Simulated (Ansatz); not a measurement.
## YSi2 (distorted cell): a check of forces and pressure against finite differences, step by step

With Ansatz 0.2.0 through its Python package.

Interactive session:
```pycon
>>> import ansatz as az
>>> import numpy as np
>>> VECTORS = np.array([
...     [3.85, 0.0, 0.0],
...     [-1.925, 3.3342, 0.0],
...     [0.0, 0.0, 4.14],
... ])
>>> SITES = [
...     ("Y", (0.99523, 0.99958, 0.99994)),
...     ("Si", (0.33462, 0.68463, 0.51581)),
...     ("Si", (0.6585, 0.32704, 0.4952)),
... ]
>>> def build(cell):
...     crystal = az.Crystal(lattice=az.Lattice.of(cell))
...     for symbol, position in SITES:
...         crystal = crystal.atom(symbol, position)
...     return crystal
...
>>> def solve(crystal):
...     return (
...         crystal.calculation()
...         .occupations("methfessel_paxton", width=100 * az.meV)
...         .functional(az.Functional.LDA)
...         .basis(540, xc_grid=2)
...         .kpoints(6, 6, 5)
...         .scf(tolerance=1e-09)
...         .forces()
...         .stress()
...         .run(threads=1)
...     ).report
...
>>> centre = solve(build(VECTORS))
DeckWarning: output.stress: scf.convergence.dr2_threshold = 1e-9 eV is looser than the 3e-10 eV advised for a printed stress (1e-10 eV for each atom of the cell: 3). What an SCF threshold leaves in a stress goes as its square root, and in the free energy as the threshold itself, and one threshold admits the most on a [...]
>>> start = build(VECTORS)
>>> print(f"force on atom 1 along z: analytic {centre['forces_ev_ang'][1][2]:.4f} eV/A")
force on atom 1 along z: analytic -0.0749 eV/A
>>> for h in (0.004, 0.016):
...     shift = np.eye(3)[2] * h @ np.linalg.inv(VECTORS)
...     plus, minus = (solve(start.move(1, to=np.array(SITES[1][1]) + sign * shift))["lagrangian_ev"] for sign in (1, -1))
...     print(f"  step {h} A: numerical {-(plus - minus) / (2 * h):.4f} eV/A")
...
  step 0.004 A: numerical -0.0749 eV/A
  step 0.016 A: numerical -0.0750 eV/A
>>> volume = abs(np.linalg.det(VECTORS))
>>> larger, smaller = (solve(build(VECTORS * (1 + sign * 0.005) ** (1 / 3)))["lagrangian_ev"] for sign in (1, -1))
>>> numerical = -(larger - smaller) / (0.01 * volume) * 160.21766
>>> print(f"pressure: analytic {np.trace(centre['stress_gpa']) / 3:.3f}, numerical {numerical:.3f} GPa")
pressure: analytic 5.533, numerical 5.539 GPa
```

What to keep in mind:
- These settings explore the input space; cutoff and mesh may be short of convergence.
- The mesh is modest for a metal, so energies can be off by several to tens of meV an atom and pressures by half a GPa or more; differences at equal mesh fare better.
- Pressure is positive in compression.
- The cell is a database structure, distorted on purpose.
- Warnings are shown shortened and without file and line.
- The central difference errs as the square of the step, so the shorter step is the fairer test; what remains comes from the finite grid and the SCF threshold.
- Finished in 66 s on 1 thread of Arm Neoverse V2, on a shared host, peak memory 0.47 GiB.
